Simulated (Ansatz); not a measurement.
Pb-Ca mixtures: a scan of ordered alloys across composition, run with the Python package of Ansatz (0.2.0).

The script, `alloy.py`:
```python
"""Mixing of Pb and Ca on the fcc lattice, after relaxing atoms and volume at fixed cell shape."""

from collections import Counter
import warnings

import ansatz
import numpy as np


def fcc(A, a):
    return (
        ansatz.Lattice.fcc(a)
        .space_group(225)
        .atom(A, (0, 0, 0))
        .primitive()
    )

A_FIRST, A_LAST = 4.95, 5.59


def compute(name, crystal):
    calc = (
        crystal.calculation()
        .functional("pbesol")
        .basis(500)  # plane waves up to this kinetic energy
        .kpoints(spacing=0.3)
        .occupations("cold", width=0.05)
        .band_table()  # levels at the mesh points
    )
    calc = calc.relax(force_tolerance=0.03, fix_cell=["shape"])
    return calc.run(threads=1)


def volume_per_atom(outcome):
    return abs(np.linalg.det(outcome.lattice.cell_ang)) / len(outcome.lattice.sites)


def counts(outcome):
    return Counter(site.symbol for site in outcome.lattice.sites)


def main() -> None:
    warnings.simplefilter("ignore")

    # ordered cells: the first k mixed sites take the second element
    phases = {}
    for k in range(4 + 1):
        a = A_FIRST + (A_LAST - A_FIRST) * k / 4
        cell = fcc("Pb", a).conventional().resolved()
        sites = [site.position for site in cell.sites if site.symbol == "Pb"]
        for position in sites[:k]:
            cell = cell.substitution("Ca", at=position, replaces="Pb")
        phases[f"Pb{4 - k}Ca{k}"] = cell.resolved()

    done = {}
    for name, crystal in phases.items():
        done[name] = compute(name, crystal)
        print(f"{name}: {done[name].report['energy_sigma0_ev']:.4f} eV, {len(done[name].lattice.sites)} atoms")

    # x is the share of the second element on the mixed sites; both end members stand on this same lattice
    x = {name: counts(o)["Ca"] / (counts(o)["Pb"] + counts(o)["Ca"]) for name, o in done.items()}
    first, last = min(x, key=x.get), max(x, key=x.get)
    energy = {name: o.report["energy_sigma0_ev"] / len(o.lattice.sites) for name, o in done.items()}
    volume = {name: volume_per_atom(o) for name, o in done.items()}
    rows = []
    for name in sorted(done, key=x.get):
        line = lambda table: (1 - x[name]) * table[first] + x[name] * table[last]
        rows.append((name, x[name], 1000 * (energy[name] - line(energy)), volume[name], 100 * (volume[name] / line(volume) - 1)))
    print("      cell       x(Ca)  E_mix (meV/atom)  V (A^3/atom)  excess V (%)")
    for row in rows:
        print(f"{str(row[0]):>10}  {row[1]:10.3f}  {row[2]:+16.1f}  {row[3]:12.3f}  {row[4]:+12.2f}")
    # a fit of these few cells to Omega x(1 - x); small periodic cells, not a random solution
    shape = np.array([row[1] * (1 - row[1]) for row in rows])
    print("Omega =", round(float(shape @ [row[2] for row in rows] / (shape @ shape)), 1), "meV/atom")


if __name__ == "__main__":
    main()
```

Do these ordered cells favour mixing or separation, and does the volume follow a straight line between the end members?

Mixing energies: -410 meV an atom at x(Pb) = 0.25 (volume -19.0 % off the straight line), -544 meV an atom at x(Pb) = 0.50 (volume -21.0 % off the straight line) and -337 meV an atom at x(Pb) = 0.75 (volume -12.4 % off the straight line). All are negative, so these cells are favoured over the separated end members on this lattice.

The output:

`python alloy.py` gives:
```text
Pb4Ca0: -47019.6949 eV, 4 atoms
Pb3Ca1: -37059.8548 eV, 4 atoms
Pb2Ca2: -27099.4960 eV, 4 atoms
Pb1Ca3: -17137.7722 eV, 4 atoms
Pb0Ca4: -7174.9464 eV, 4 atoms
      cell       x(Ca)  E_mix (meV/atom)  V (A^3/atom)  excess V (%)
    Pb4Ca0       0.000              +0.0        30.476         +0.00
    Pb3Ca1       0.250            -336.8        28.963        -12.43
    Pb2Ca2       0.500            -543.8        28.183        -20.99
    Pb1Ca3       0.750            -409.7        31.010        -18.97
    Pb0Ca4       1.000              +0.0        40.865         +0.00
Omega = -2077.5 meV/atom
```

What to keep in mind:
- Absolute energies stand on the zero of these potentials, so only differences at equal settings mean something.
- For the metals among these phases the mesh is modest: differences between phases can be off by up to 40 meV an atom.
- Atoms and volume are relaxed with the cell's shape held, which in cells of lower than cubic symmetry can hide stresses and shift volumes.
- Spin-orbit coupling, which matters for elements this heavy, is left out.
- These are small ordered cells, with both end members on the same lattice, which need not be their own; they aren't random solutions. Differences under about 40 meV an atom lie within the error of mesh and functional.
- The cells are prototypes set up for this calculation and needn't exist.
- Wall time of the script: 77 s on 1 thread of Arm Neoverse V2 (shared host), peak memory 0.52 GiB.
